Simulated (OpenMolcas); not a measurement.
**B⁺: CASSCF and CASPT2 terms and fine-structure levels**

Wanted: the level scheme of B⁺ from active-space wave functions, then second-order correlation under several settings.

The numbers are computed with OpenMolcas 26.06 (state-averaged CASSCF and CASPT2, spin-orbit coupling by RASSI with atomic mean-field integrals), except any that are marked as measured or tabulated.

### 1 What is computed

| Quantity | Value |
| --- | --- |
| Species | B⁺ (boron, Z = 5, 4 electrons) |
| Basis | ANO-RCC-VTZP [4s3p2d1f], 30 functions |
| Scalar Hamiltonian | DKH2, point nucleus |
| Inactive shells | 1s |
| Active space | 2 electrons in 4 orbitals (2s 2p) |
| Some configurations of this space | 2p², 2s 2p, 2s² |
| Orbitals | optimised for each spin and parity, averaged over the low roots |

The outer shells:

2p2
```
2p [↑ ][↑ ][  ]
```

2s 2p
```
2s [↑ ]
2p [↑ ][  ][  ]
```

2s2
```
2s [↑↓]
```

The work runs as a chain of OpenMolcas steps in one folder; each step below is one input file. Labels, J, g values, rates, χT and fits are worked out afterwards by a script from the matrices that RASSI stores.

### 2 Basis and integrals

Input file a.inp:

```
&GATEWAY
Coord
1

B 0.0 0.0 0.0
Basis=ANO-RCC-VTZP
Group=XYZ
NoMove
AngMom=0.0 0.0 0.0
AMFI
&SEWARD
```

Command:

```bash
$ OMP_NUM_THREADS=1 MOLCAS_MEM=2252 MOLCAS_PROJECT=a pymolcas a.inp > a.log
```

### 3 Reference wave functions, triplets of even parity, 3 roots

Input file a.inp:

```
&RASSCF
FileOrb=start.orb
Symmetry=1
Spin=3
nActEl=2 0 0
Inactive=1 0
Ras2=1 3
CIRoot=3 3 1
SDav=3
CIMx=300
Iter=120 100
PrWF=0.3
OrbListing=Nothing
MaxOrb=0
Atom
>>> COPY $Project.JobIph JOB001
```

start.orb holds the contracted functions of the basis, ordered by shell, or the orbitals of the step before.

### 4 CASSCF: singlets of even parity, 1 root

Input file a.inp:

```
&RASSCF
FileOrb=start.orb
Symmetry=1
Spin=1
nActEl=2 0 0
Inactive=1 0
Ras2=1 3
CIRoot=1 1 1
SDav=7
CIMx=300
Iter=120 100
PrWF=0.3
OrbListing=Nothing
MaxOrb=0
Atom
>>> COPY $Project.JobIph JOB002
```

### 5 CASSCF: triplets of odd parity, 3 roots

Input file a.inp:

```
&RASSCF
FileOrb=start.orb
Symmetry=2
Spin=3
nActEl=2 0 0
Inactive=1 0
Ras2=1 3
CIRoot=3 3 1
SDav=3
CIMx=300
Iter=120 100
PrWF=0.3
OrbListing=Nothing
MaxOrb=0
Atom
>>> COPY $Project.JobIph JOB003
```

### 6 CASSCF: singlets of odd parity, 3 roots

Edit a.inp of step 5 so:

```diff
@@ -3,3 +3,3 @@
 Symmetry=2
-Spin=3
+Spin=1
 nActEl=2 0 0
@@ -15,2 +15,2 @@
 Atom
->>> COPY $Project.JobIph JOB003
+>>> COPY $Project.JobIph JOB004
```

### 7 RASSI: spin-orbit coupling between the states

Input file a.inp:

```
&RASSI
NrOfJobIphs=3 1 3 3
1
1 2 3
1 2 3
IphNames
JOB002
JOB003
JOB004
EJob
SpinOrbit
DIPRint=1.0
SOCoupling=1000.0
Subsets=2
MEES
Property=10
'ANGMOM' 1 'ANGMOM' 2 'ANGMOM' 3 'MLTPL  1' 1 'MLTPL  1' 2 'MLTPL  1' 3
'AMFI' 1 'AMFI' 2 'AMFI' 3 'MLTPL  2' 6
SOProperty=3
'ANGMOM' 1 'ANGMOM' 2 'ANGMOM' 3
```

### 8 CASPT2: IPEA 0.75, real shift 0.3 (closed shells correlated: 1s), extended multistate

Input file a.inp:

```
>>> COPY JOB002 $Project.JobIph
&CASPT2
Multistate=1 1
Frozen=0 0
IPEA=0.75
Shift=0.3
MaxIter=60
WThr=0.0 0.3 0.05
PrWF=0.5
NoMix
>>> COPY JOB003 $Project.JobIph
&CASPT2
XMultistate=3 1 2 3
Frozen=0 0
IPEA=0.75
Shift=0.3
MaxIter=60
WThr=0.0 0.3 0.05
PrWF=0.5
NoMix
>>> COPY JOB004 $Project.JobIph
&CASPT2
XMultistate=3 1 2 3
Frozen=0 0
IPEA=0.75
Shift=0.3
MaxIter=60
WThr=0.0 0.3 0.05
PrWF=0.5
NoMix
```

### 9 CASPT2: IPEA 0.15, real shift 0.25 (closed shells correlated: 1s)

Input file a.inp:

```
>>> COPY JOB002 $Project.JobIph
&CASPT2
Multistate=1 1
Frozen=0 0
IPEA=0.15
Shift=0.25
MaxIter=60
WThr=0.0 0.3 0.05
PrWF=0.5
NoMix
>>> COPY JOB003 $Project.JobIph
&CASPT2
Multistate=3 1 2 3
Frozen=0 0
IPEA=0.15
Shift=0.25
MaxIter=60
WThr=0.0 0.3 0.05
PrWF=0.5
NoMix
>>> COPY JOB004 $Project.JobIph
&CASPT2
Multistate=3 1 2 3
Frozen=0 0
IPEA=0.15
Shift=0.25
MaxIter=60
WThr=0.0 0.3 0.05
PrWF=0.5
NoMix
```

### 10 CASPT2: IPEA 0.4, sigma1 regulariser 0.1 (closed shells correlated: none)

Input file a.inp:

```
>>> COPY JOB002 $Project.JobIph
&CASPT2
Multistate=1 1
Frozen=1 0
IPEA=0.4
Sig1=0.1
MaxIter=60
WThr=0.0 0.3 0.05
PrWF=0.5
NoMix
>>> COPY JOB003 $Project.JobIph
&CASPT2
Multistate=3 1 2 3
Frozen=1 0
IPEA=0.4
Sig1=0.1
MaxIter=60
WThr=0.0 0.3 0.05
PrWF=0.5
NoMix
>>> COPY JOB004 $Project.JobIph
&CASPT2
Multistate=3 1 2 3
Frozen=1 0
IPEA=0.4
Sig1=0.1
MaxIter=60
WThr=0.0 0.3 0.05
PrWF=0.5
NoMix
```

(Steps that only read results are left out.)

Before running it: what results should come out? Wanted: lowest level; first excited level; strongest of the lines computed, by gA, at XMS-CASPT2 energies.

**Answer**, as computed:

| quantity | value |
| --- | --- |
| method | XMS-CASPT2, IPEA 0.75, real shift 0.3 (closed shells correlated: 1s) |
| lowest level | 2s² ¹S₀, 100 % of that term |
| ground level listed by NIST | 1S0 |
| first excited level | 2s 2p ³P°₀ at 37490 cm⁻¹ |
| strongest of the lines computed, by gA, at XMS-CASPT2 energies | 2s 2p ¹P°₁ → 2s² ¹S₀, 131.9 nm, A = 1.24e+09 s⁻¹ |

What each method costs and misses:

```tsv
method	time of its own steps	time with the reference	mean absolute difference from the measured levels (cm-1)
A. CASSCF	8.8 s	8.8 s	1400
B. XMS-CASPT2, IPEA 0.75, real shift 0.3, +1s	0.95 s	9.7 s	150
C. SS-CASPT2, IPEA 0.15, real shift 0.25, +1s	1 s	9.8 s	160
D. SS-CASPT2, IPEA 0.4, sigma1 regulariser 0.1, +none	0.9 s	9.7 s	540
```

Times are of one thread on a shared host.

What this shows: Method B lies closest to the measured levels (150 cm⁻¹ on average) and A farthest (1400). Only the configurations of the active space and the roots asked for are present. Not all states of the active space went into the spin-orbit step. Levels of other configurations are missing from the list.
